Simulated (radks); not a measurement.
**Se²⁻ held by a Watson sphere**

One table from this session's results is given with a row withheld; the runs are named, their logs left out.

Method: scalar-relativistic Kohn-Sham, r2SCAN, spin-polarised, spherical densities, finite nucleus. Code: radks (a radial shooting solver on a logarithmic mesh, Libxc functionals) version 1.

### The system

* element: selenium (Z = 34)
* charge: -2
* electrons: 36
* configuration: [Kr]
* nuclear rms radius: 4.14 fm

The outer shells:

Se²⁻
```
[Ar] core
3d [↑↓][↑↓][↑↓][↑↓][↑↓]
4s [↑↓]
4p [↑↓][↑↓][↑↓]
```

Set-up of the first run:

The run's settings:

```text
Z 34
configuration [Kr]
relativity scalar-relativistic
functional r2scan,r2scan
spin polarised
nucleus finite rms 4.14 fm
c 137.035999084
watson charge 2.44 radius 2.56 bohr
```

Run with:

```sh
$ python run_ks.py task.json out
```

This one command runs every case of the session in turn.

Steps of the session up to this table: R = 2.56 bohr; R = 2.59 bohr; R = 2.98 bohr; R = 3.22 bohr; R = 3.85 bohr; R = 4.01 bohr; R = 4.82 bohr; R = 5.15 bohr; R = 5.29 bohr.

One of the session's tables, all rows but one given; the rest of the session is left out.

```
R (bohr)  highest level (eV)  its <r> (bohr)  sum of <r²> (bohr²)
    2.56             -11.269           2.309                53.56
    2.59             -11.185           2.317                53.87
    2.98             -10.112           2.418                57.70
    3.22              -9.486           2.474                59.96
    3.85                   ?               ?                    ?
    4.01              -7.666           2.634                66.81
    4.82              -6.189           2.765                73.17
    5.15              -5.685           2.811                75.65
    5.29              -5.487           2.829                76.68
```

Estimate the missing values for R (bohr) = 3.85.

Worked estimate for «highest level (eV)». A straight line through the neighbours (3.22, -9.486) and (4.01, -7.666) gives -9.486 + (-7.666 + 9.486) × (3.85 − 3.22) / (4.01 − 3.22) = -8.035; a parabola fitted to 4 rows on both sides gives -8.004.

As computed: highest level (eV): -8.003; its <r> (bohr): 2.605; sum of <r²> (bohr²): 65.49. In «highest level (eV)» the line misses by -0.032 and the parabola by -0.001.

What this shows: From R = 2.56 to 5.29 bohr the top level moves from -11.269 to -5.487 eV and its mean radius from 2.31 to 2.83 bohr. A wider sphere makes a shallower well, so the ion swells.
